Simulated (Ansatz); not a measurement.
# C₃H₆BBr: a ladder of functionals and wavefunction methods

An exercise on one series of results from a longer session: the logs are not shown, and one member is left open.

Program: Ansatz 0.2.0, Gaussian basis. Level of theory: functionals in def2-TZVPP, the program's frozen cores in correlated methods. These are calculated values, not measurements.

Plan: LDA (SPW92), PBE-D4, revPBE-D4, BLYP-D4, r2SCAN-D4, B97M-V, PBE0-D4, B3LYP-D4, r2SCANh-D4, r2SCAN0-D4, HSE06-D4, BHLYP-D4, CAM-B3LYP-D4, LC-ωPBE, ωB97X-V, ωB97M-V, B2PLYP, PBE-QIDH; CCSD(T)/def2-SVP; CCSD(T)/def2-TZVPP; MP2/def2-QZVPP; extrapolation to the limit; RPA on PBE.

## The geometry

All runs share one geometry, relaxed beforehand with PBE0-D4 in a triple-zeta def2 set.

SMILES `CC1CB1Br`, 11 atoms, charge 0, spin multiplicity 1.

Atoms are counted from 1 here; the program's logs count them from 0.

Bond lengths: C1–C2 1.509 Å, C1–H6 1.093 Å, C1–H7 1.094 Å, C1–H8 1.093 Å, C2–C3 1.561 Å, C2–B4 1.516 Å, C2–H9 1.089 Å, C3–B4 1.514 Å, C3–H10 1.086 Å, C3–H11 1.088 Å, B4–Br5 1.875 Å. Angles: C2–C1–H6 111.3°, C2–C1–H7 111.3°, C2–C1–H8 111.1°, H6–C1–H7 107.6°, H6–C1–H8 107.3°, H7–C1–H8 108.1°, C1–C2–C3 119.6°, C1–C2–B4 123.0°, C1–C2–H9 114.1°, C3–C2–B4 58.9°, C3–C2–H9 113.1°, B4–C2–H9 116.7°, C2–C3–B4 59.0°, C2–C3–H10 117.3°, C2–C3–H11 116.9°, B4–C3–H10 121.5°, B4–C3–H11 119.0°, H10–C3–H11 112.8° and more.

Set-up of the first run:

in.yaml

```yaml
crystal:
  periodic: [false, false, false]
  atoms:
    - {symbol: C, position_ang: [-0.839539, 0.188633, 1.129685]}
    - {symbol: C, position_ang: [-0.120996, -0.536445, 0.018120]}
    - {symbol: C, position_ang: [1.266504, -0.015611, -0.471596]}
    - {symbol: B, position_ang: [0.050554, 0.043748, -1.371507]}
    - {symbol: Br, position_ang: [-0.721756, 0.590387, -2.989808]}
    - {symbol: H, position_ang: [-0.771672, 1.272726, 1.005240]}
    - {symbol: H, position_ang: [-0.413429, -0.058688, 2.106480]}
    - {symbol: H, position_ang: [-1.900754, -0.070735, 1.146260]}
    - {symbol: H, position_ang: [-0.167864, -1.622262, 0.092132]}
    - {symbol: H, position_ang: [2.049560, -0.752672, -0.623717]}
    - {symbol: H, position_ang: [1.634693, 0.904019, -0.020791]}
basis:
  gaussian: {orbitals: def2-TZVPP}
hamiltonian: {xc: lda}
output: {orbitals: {seedname: orbitals}}
```

Started as:

```console
ansatz run in.yaml --threads 4 --pin off --events-out ev --progress --plain --max-ram 10444MiB
```

Among the steps run: LDA; PBE-D4 (GGA); revPBE-D4 (GGA); BLYP-D4 (GGA); r2SCAN-D4 (meta-GGA); B97M-V (meta-GGA); PBE0-D4 (hybrid); B3LYP-D4 (hybrid); r2SCANh-D4 (hybrid); r2SCAN0-D4 (hybrid); HSE06-D4 (hybrid); BHLYP-D4 (hybrid); CAM-B3LYP-D4 (range-separated); LC-ωPBE (range-separated); ωB97X-V (range-separated); ωB97M-V (range-separated); B2PLYP (double hybrid); PBE-QIDH (double hybrid).

One table of the session follows, with a row left open; its other results are not shown here.

It belongs to the step «Orbital energies across the functionals». 

| functional | HOMO (eV) | gap (eV) |
| --- | --- | --- |
| LDA (SPW92) | -5.88 | 3.37 |
| PBE-D4 | -5.75 | 3.50 |
| revPBE-D4 | -5.70 | 3.56 |
| BLYP-D4 | -5.64 | 3.57 |
| r2SCAN-D4 | -5.99 | 4.07 |
| B97M-V | -6.07 | 4.21 |
| PBE0-D4 | -7.01 | 5.71 |
| B3LYP-D4 | ? | ? |
| r2SCANh-D4 | -6.45 | 4.87 |
| r2SCAN0-D4 | -7.16 | 6.06 |
| HSE06-D4 | -6.61 | 4.93 |
| BHLYP-D4 | -8.17 | 7.98 |
| CAM-B3LYP-D4 | -8.37 | 8.23 |
| LC-ωPBE | -9.71 | 10.71 |
| ωB97X-V | -9.35 | 10.27 |
| ωB97M-V | -9.22 | 9.96 |

Q: Estimate the row for B3LYP-D4 from the others.

Worked estimate for «HOMO (eV)». Against the share of exact exchange, BLYP-D4 (0, -5.64), BHLYP-D4 (0.5, -8.17) give a slope of -5.06 per unit share; at 0.2 the line stands at -6.65.

As computed: HOMO (eV): -6.81; gap (eV): 5.33. In «HOMO (eV)» the line misses by +0.16.
